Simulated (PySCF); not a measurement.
**C₃H₉Bi: fields and orbitals**

Aim: take C₃H₉Bi and analyse its density (charges, bond critical points, surface potential), see where an electron leaves and enters and measure its response to a uniform field.

Program: PySCF 2.14.0. Level of theory: levels as typed in each script, gas phase, geometry from GFN2-xTB. These are calculated values, not measurements.

## Step 1: The starting structure

13 atoms, charge 0, spin multiplicity 1.

Bond lengths: C1–Bi2 2.268 Å, C1–H5 1.082 Å, C1–H6 1.085 Å, C1–H7 1.080 Å, Bi2–C3 2.267 Å, Bi2–C4 2.268 Å, C3–H8 1.082 Å, C3–H9 1.080 Å, C3–H10 1.081 Å, C4–H11 1.080 Å, C4–H12 1.081 Å, C4–H13 1.082 Å. Angles: Bi2–C1–H5 110.2°, Bi2–C1–H6 110.0°, Bi2–C1–H7 108.9°, H5–C1–H6 109.0°, H5–C1–H7 109.3°, H6–C1–H7 109.5°, C1–Bi2–C3 91.8°, C1–Bi2–C4 91.8°, C3–Bi2–C4 91.9°, Bi2–C3–H8 110.2°, Bi2–C3–H9 108.9°, Bi2–C3–H10 110.2°, H8–C3–H9 109.3°, H8–C3–H10 109.3°, H9–C3–H10 109.0°, Bi2–C4–H11 108.9°, Bi2–C4–H12 110.2°, Bi2–C4–H13 110.2° and more.

Geometry (Å):

```xyz
13
charge 0, multiplicity 1
C     1.8532    0.3202   -0.9400
Bi    0.0002   -0.0001    0.3278
C    -1.2046    1.4455   -0.9371
C    -0.6502   -1.7653   -0.9383
H     2.2860    1.2889   -0.7299
H     2.5875   -0.4495   -0.7240
H     1.5761    0.2723   -1.9832
H    -2.2596    1.3357   -0.7259
H    -1.0258    1.2306   -1.9808
H    -0.9026    2.4632   -0.7312
H    -0.5547   -1.5019   -1.9817
H    -1.6824   -2.0128   -0.7314
H    -0.0274   -2.6243   -0.7287
```

## Step 2: Density, bond paths and surface potential (wB97X/def2-tzvp)

Input file input.py:

```python
import numpy as np
from pyscf import gto, scf, dft
from pyscf.scf import atom_ks, atom_hf
from scipy.linalg import block_diag

def solve(mol, dm0=None, hcore=None):
    mf = (dft.UKS if mol.spin else dft.RKS)(mol, xc='wb97x')
    mf.grids.level = 3
    mf = mf.density_fit(auxbasis='def2-universal-jkfit')
    mf.conv_tol, mf.max_cycle = 1e-8, 80
    if hcore is not None:
        mf.get_hcore = lambda *args: hcore
    mf.kernel(dm0)
    if not mf.converged:
        mf = mf.newton().run(mf.mo_coeff, mf.mo_occ, max_cycle=30)
    assert mf.converged, 'SCF not converged'
    return mf

mol = gto.M(atom='''
C      1.85321     0.32021    -0.94004
Bi     0.00016    -0.00005     0.32782
C     -1.20464     1.44550    -0.93712
C     -0.65024    -1.76532    -0.93826
H      2.28596     1.28885    -0.72991
H      2.58746    -0.44949    -0.72396
H      1.57611     0.27234    -1.98323
H     -2.25964     1.33573    -0.72590
H     -1.02583     1.23057    -1.98075
H     -0.90263     2.46322    -0.73118
H     -0.55471    -1.50189    -1.98171
H     -1.68238    -2.01285    -0.73140
H     -0.02744    -2.62431    -0.72867
''', basis='def2-tzvp', ecp={'Bi': 'def2-tzvp'}, charge=0, spin=0, verbose=4)
mf = solve(mol)
mf.analyze()
# spherically averaged free atoms, for the promolecule
atom_ks.AtomSphAverageRKS.init_guess_by_vsap = lambda self, mol=None: self.init_guess_by_minao(mol)  # core potentials
atm = atom_ks.get_atm_nrks(mol, xc='wb97x')
pro = block_diag(*[(atm[a[0]][2] * atm[a[0]][3]) @ atm[a[0]][2].T for a in mol._atom])
np.savez('result.npz', e=mf.e_tot, c=mf.mo_coeff, occ=mf.mo_occ, eps=mf.mo_energy, pro=pro, dip=mf.dip_moment(verbose=0), s2=mf.spin_square()[0])
```

Started as:

```
$ OMP_NUM_THREADS=1 python input.py
```

## Step 4: Removing and adding an electron (wB97X/def2-tzvp)

Input file input.py:

```python
import numpy as np
from pyscf import gto, scf, dft
from pyscf.scf import atom_ks, atom_hf
from scipy.linalg import block_diag

def solve(mol, dm0=None, hcore=None):
    mf = (dft.UKS if mol.spin else dft.RKS)(mol, xc='wb97x')
    mf.grids.level = 3
    mf = mf.density_fit(auxbasis='def2-universal-jkfit')
    mf.conv_tol, mf.max_cycle = 1e-8, 80
    if hcore is not None:
        mf.get_hcore = lambda *args: hcore
    mf.kernel(dm0)
    if not mf.converged:
        mf = mf.newton().run(mf.mo_coeff, mf.mo_occ, max_cycle=30)
    assert mf.converged, 'SCF not converged'
    return mf

mol = gto.M(atom='''
C      1.85321     0.32021    -0.94004
Bi     0.00016    -0.00005     0.32782
C     -1.20464     1.44550    -0.93712
C     -0.65024    -1.76532    -0.93826
H      2.28596     1.28885    -0.72991
H      2.58746    -0.44949    -0.72396
H      1.57611     0.27234    -1.98323
H     -2.25964     1.33573    -0.72590
H     -1.02583     1.23057    -1.98075
H     -0.90263     2.46322    -0.73118
H     -0.55471    -1.50189    -1.98171
H     -1.68238    -2.01285    -0.73140
H     -0.02744    -2.62431    -0.72867
''', basis='def2-tzvp', ecp={'Bi': 'def2-tzvp'}, charge=0, spin=0, verbose=4)
mf = solve(mol)
out = dict(e0=mf.e_tot, dm0=mf.make_rdm1(), c=mf.mo_coeff, occ=mf.mo_occ, eps=mf.mo_energy)
for name, dq, spin in [('cation', 1, 1)]:
    ion = mol.copy().set(charge=mol.charge + dq, spin=spin).build()
    mi = solve(ion)
    if spin and dq > 0 and mol.nao < 130:
        c, _, stable, _ = mi.stability(return_status=True)
        if not stable:
            mi = solve(ion, mi.make_rdm1(c, mi.mo_occ))
    print(name, 'vertical energy change / eV', (mi.e_tot - mf.e_tot) * 27.211386)
    out.update({'e_' + name: mi.e_tot, 'dm_' + name: mi.make_rdm1(), 's2_' + name: mi.spin_square()[0], 'eps_' + name: mi.mo_energy, 'occ_' + name: mi.mo_occ})
# spherically averaged free atoms, for the promolecule
atom_ks.AtomSphAverageRKS.init_guess_by_vsap = lambda self, mol=None: self.init_guess_by_minao(mol)  # core potentials
atm = atom_ks.get_atm_nrks(mol, xc='wb97x')
pro = block_diag(*[(atm[a[0]][2] * atm[a[0]][3]) @ atm[a[0]][2].T for a in mol._atom])
np.savez('result.npz', pro=pro, **out)
```

## Step 6: Response to an electric field (wB97X/def2-tzvp)

input.py, as its differences from that of step 4:

```diff
@@ -33,13 +33,10 @@
 ''', basis='def2-tzvp', ecp={'Bi': 'def2-tzvp'}, charge=0, spin=0, verbose=4)
+field = np.array([0.004, 0.0, 0.0])  # atomic units
+mol.set_common_orig(mol.atom_charges() @ mol.atom_coords() / mol.atom_charges().sum())
 mf = solve(mol)
-out = dict(e0=mf.e_tot, dm0=mf.make_rdm1(), c=mf.mo_coeff, occ=mf.mo_occ, eps=mf.mo_energy)
-for name, dq, spin in [('cation', 1, 1)]:
-    ion = mol.copy().set(charge=mol.charge + dq, spin=spin).build()
-    mi = solve(ion)
-    if spin and dq > 0 and mol.nao < 130:
-        c, _, stable, _ = mi.stability(return_status=True)
-        if not stable:
-            mi = solve(ion, mi.make_rdm1(c, mi.mo_occ))
-    print(name, 'vertical energy change / eV', (mi.e_tot - mf.e_tot) * 27.211386)
-    out.update({'e_' + name: mi.e_tot, 'dm_' + name: mi.make_rdm1(), 's2_' + name: mi.spin_square()[0], 'eps_' + name: mi.mo_energy, 'occ_' + name: mi.mo_occ})
+out = dict(dm0=mf.make_rdm1(), d0=mf.dip_moment(unit='AU'), e0=mf.e_tot)
+for name, sign in (('p', 1), ('m', -1)):
+    h = mf.get_hcore() + sign * np.einsum('x,xij->ij', field, mol.intor('int1e_r'))
+    mi = solve(mol, mf.make_rdm1(), h)
+    out.update({'dm' + name: mi.make_rdm1(), 'd' + name: mi.dip_moment(unit='AU'), 'e' + name: mi.e_tot})
 # spherically averaged free atoms, for the promolecule
```

(Steps that only read results are left out.)

**Question.** What will these runs give? Wanted: dipole moment; HOMO, LUMO; vertical ionisation energy; polarisability along the field.

As calculated:

| quantity | value |
| --- | --- |
| dipole moment (wB97X/def2-tzvp) | 0.36 D |
| HOMO, LUMO (wB97X/def2-tzvp) | -8.73, 1.88 eV |
| vertical ionisation energy (wB97X/def2-tzvp) | 8.62 eV |
| polarisability along the field (wB97X/def2-tzvp) | 89.6 bohr³ |

At wB97X/def2-tzvp: The highest Hirshfeld charge is on Bi2 (+0.41 e), the lowest on C1, C3 and C4 (−0.23 e). The ionisation energy from two SCF runs, 8.62 eV, lies 0.1 eV below −ε(HOMO) = 8.73 eV of the same level, wB97X/def2-tzvp. The geometry was not optimised at these levels.
